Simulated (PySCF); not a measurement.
# A diatomic session: NaSe

One table from this session's results is given with a row withheld; the runs are named, their logs left out.

The runs use PySCF 2.14.0; Na def2-TZVPP, Se def2-TZVPP, no relativity.

The first run:

Settings of the job:

| Property | Result |
| --- | --- |
| atoms | Na, Se |
| charge | 0 |
| basis | Na def2-TZVPP, Se def2-TZVPP |
| Hamiltonian | no relativity |
| basis functions | 80 |
| electrons treated | 45 |
| masses in u | 22.9898, 79.9165 |
| levels | PBE0, PBE, r²SCAN, LDA, MN15, B2PLYP, PBEsol, ωB97X, HF, MP2, SCS-MP2, CCSD, CCSD(T) |
| grid | 80 radial by 434 angular points |
| occupations | held fixed by the projection of orbital angular momentum |
| dissociation limit | Na + Se, each in its ground configuration |
| starting distance in angstrom | 2.690 |
| values of 2S to try | 1, 3 |

Launch:

```bash
> OMP_NUM_THREADS=1 python dia.py task.json out
```

Steps of the session up to this table: Input; The PBE0 curve of the state that the search chose; Higher solutions at PBE0; PBE; r²SCAN (meta-GGA); LDA; MN15; B2PLYP; PBEsol; ωB97X (range-separated hybrid); UHF; Correlated methods on the Hartree–Fock reference.

One of the session's tables, all rows but one given; the rest of the session is left out.

It belongs to the step «The curves together». Energy (eV) from each level's lowest point:

| R (Å) | UHF | UHF-MP2 | UHF-SCS-MP2 | UHF-CCSD | UHF-CCSD(T) |
| --- | --- | --- | --- | --- | --- |
| 2.243 | 0.597 | 0.495 | 0.511 | n/a | n/a |
| 2.347 | 0.283 | 0.219 | 0.230 | 0.225 | 0.224 |
| 2.451 | 0.101 | 0.069 | 0.074 | 0.072 | 0.072 |
| 2.530 | ? | ? | ? | ? | ? |
| 2.608 | 0.000 | 0.000 | 0.000 | 0.000 | 0.000 |
| 2.686 | 0.003 | 0.014 | 0.012 | 0.013 | 0.012 |
| 2.791 | 0.044 | 0.067 | 0.062 | 0.064 | 0.063 |
| 2.921 | 0.139 | 0.171 | 0.163 | 0.166 | 0.164 |
| 3.077 | 0.292 | 0.330 | 0.320 | 0.324 | 0.320 |
| 3.286 | 0.530 | 0.573 | 0.560 | n/a | n/a |

Estimate the missing values for R (Å) = 2.530.

Worked estimate for «UHF». A straight line through the neighbours (2.451, 0.101) and (2.608, 0.000) gives 0.101 + (0.000 − 0.101) × (2.530 − 2.451) / (2.608 − 2.451) = 0.050; a parabola fitted to 4 rows on both sides gives 0.027.

The run gave: UHF: 0.030; UHF-MP2: 0.015; UHF-SCS-MP2: 0.018; UHF-CCSD: 0.017; UHF-CCSD(T): 0.017. In «UHF» the line misses by +0.020 and the parabola by -0.003.

Caveats from the session: At some levels the lowest empty orbital lies below the highest filled one (the two can be of opposite spin).
